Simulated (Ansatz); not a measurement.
**C₆H₁₆Ge: one species, many methods**

An exercise on one series of results from a longer session: the logs are not shown, and one member is left open.

Method: functionals in def2-TZVPP, the program's frozen cores in correlated methods; program: Ansatz 0.2.0, Gaussian basis.

Levels to be run: LDA (SPW92), PBE-D4, revPBE-D4, BLYP-D4, r2SCAN-D4, B97M-V, PBE0-D4, B3LYP-D4, r2SCANh-D4, r2SCAN0-D4, HSE06-D4, BHLYP-D4, CAM-B3LYP-D4, LC-ωPBE, ωB97X-V, ωB97M-V, B2PLYP, PBE-QIDH; CCSD(T)/def2-SVP; CCSD(T)/def2-TZVPP; MP2/def2-QZVPP; extrapolation to the limit; RPA on PBE.

## Structure used throughout

The geometry comes from an earlier relaxation with PBE0-D4 in a triple-zeta def2 set; it is a stationary point, not always the lowest conformer.

SMILES `C[CH](C)[GeH2][CH](C)C`, 23 atoms, charge 0, spin multiplicity 1.

Atoms are counted from 1 here; the program's logs count them from 0.

Bond lengths: C1–C2 1.523 Å, C1–H8 1.096 Å, C1–H9 1.094 Å, C1–H10 1.092 Å, C2–C3 1.523 Å, C2–Ge4 1.974 Å, C2–H11 1.096 Å, C3–H12 1.096 Å, C3–H13 1.094 Å, C3–H14 1.093 Å, Ge4–C5 1.977 Å, Ge4–H15 1.548 Å, Ge4–H16 1.548 Å, C5–C6 1.523 Å, C5–C7 1.523 Å, C5–H17 1.096 Å, C6–H18 1.093 Å, C6–H19 1.093 Å and more. Angles: C2–C1–H8 110.8°, C2–C1–H9 111.4°, C2–C1–H10 112.3°, H8–C1–H9 107.2°, H8–C1–H10 107.4°, H9–C1–H10 107.6°, C1–C2–C3 111.3°, C1–C2–Ge4 112.3°, C1–C2–H11 108.7°, C3–C2–Ge4 110.0°, C3–C2–H11 108.5°, Ge4–C2–H11 105.7°, C2–C3–H12 110.9°, C2–C3–H13 111.2°, C2–C3–H14 112.1°, H12–C3–H13 107.2°, H12–C3–H14 107.7°, H13–C3–H14 107.6° and more.

The first run:

Input file in.yaml:

```yaml
crystal:
  periodic: [false, false, false]
  atoms:
    - {symbol: C, position_ang: [-0.027706, -1.527749, -1.288169]}
    - {symbol: C, position_ang: [0.134350, -1.481070, 0.225010]}
    - {symbol: C, position_ang: [-0.423960, -2.737097, 0.881052]}
    - {symbol: Ge, position_ang: [-0.699403, 0.122724, 1.019104]}
    - {symbol: C, position_ang: [0.023715, 1.826788, 0.326240]}
    - {symbol: C, position_ang: [-0.581867, 2.219330, -1.014687]}
    - {symbol: C, position_ang: [1.545435, 1.789859, 0.270601]}
    - {symbol: H, position_ang: [0.417589, -2.441087, -1.698344]}
    - {symbol: H, position_ang: [-1.083556, -1.524873, -1.576422]}
    - {symbol: H, position_ang: [0.451804, -0.680027, -1.782747]}
    - {symbol: H, position_ang: [1.202282, -1.409395, 0.462412]}
    - {symbol: H, position_ang: [0.062396, -3.634570, 0.482769]}
    - {symbol: H, position_ang: [-1.497052, -2.838871, 0.691286]}
    - {symbol: H, position_ang: [-0.279332, -2.734036, 1.964303]}
    - {symbol: H, position_ang: [-0.469755, 0.072954, 2.548713]}
    - {symbol: H, position_ang: [-2.224645, 0.064399, 0.760943]}
    - {symbol: H, position_ang: [-0.276587, 2.574142, 1.069838]}
    - {symbol: H, position_ang: [-1.671686, 2.280877, -0.967915]}
    - {symbol: H, position_ang: [-0.327369, 1.501864, -1.799634]}
    - {symbol: H, position_ang: [-0.206855, 3.196682, -1.338253]}
    - {symbol: H, position_ang: [1.900626, 1.047774, -0.450984]}
    - {symbol: H, position_ang: [1.987301, 1.544370, 1.240115]}
    - {symbol: H, position_ang: [1.949275, 2.759812, -0.039531]}
basis:
  gaussian: {orbitals: def2-TZVPP}
hamiltonian: {xc: lda}
output: {orbitals: {seedname: orbitals}}
```

On the command line:

```bash
$ ansatz run in.yaml --threads 4 --pin off --events-out ev --progress --plain --max-ram 46080MiB --backend cuda --devices 0, --max-vram 37GiB
```

Steps of the session up to this table: LDA; PBE-D4 (GGA); revPBE-D4 (GGA); BLYP-D4 (GGA); r2SCAN-D4 (meta-GGA); B97M-V (meta-GGA); PBE0-D4 (hybrid); B3LYP-D4 (hybrid); r2SCANh-D4 (hybrid); r2SCAN0-D4 (hybrid); HSE06-D4 (hybrid); BHLYP-D4 (hybrid); CAM-B3LYP-D4 (range-separated); LC-ωPBE (range-separated); ωB97X-V (range-separated); ωB97M-V (range-separated); B2PLYP (double hybrid); PBE-QIDH (double hybrid).

One of the session's tables, all rows but one given; the rest of the session is left out.

It belongs to the step «Frontier levels by functional». 

```
  functional  HOMO (eV)  LUMO (eV)  gap (eV)
 LDA (SPW92)      -6.31      -0.21      6.10
      PBE-D4      -6.22       0.04      6.26
   revPBE-D4      -6.17       0.17      6.34
     BLYP-D4      -6.10       0.08      6.19
   r2SCAN-D4      -6.43       0.56      7.00
      B97M-V      -6.55       0.10      6.65
     PBE0-D4      -7.38       0.83      8.22
    B3LYP-D4      -7.20       0.54      7.74
  r2SCANh-D4      -6.87       0.81      7.68
  r2SCAN0-D4      -7.53       1.17      8.70
    HSE06-D4      -6.99       0.46      7.45
    BHLYP-D4      -8.49       1.50      9.98
CAM-B3LYP-D4      -8.70       1.65     10.35
     LC-ωPBE          ?          ?         ?
     ωB97X-V      -9.67       2.67     12.34
     ωB97M-V      -9.54       2.30     11.85
```

Q: Estimate the row for LC-ωPBE from the others.

**Answer.** HOMO (eV): -9.99; LUMO (eV): 2.91; gap (eV): 12.90. In the column «HOMO (eV)» it is the lowest.
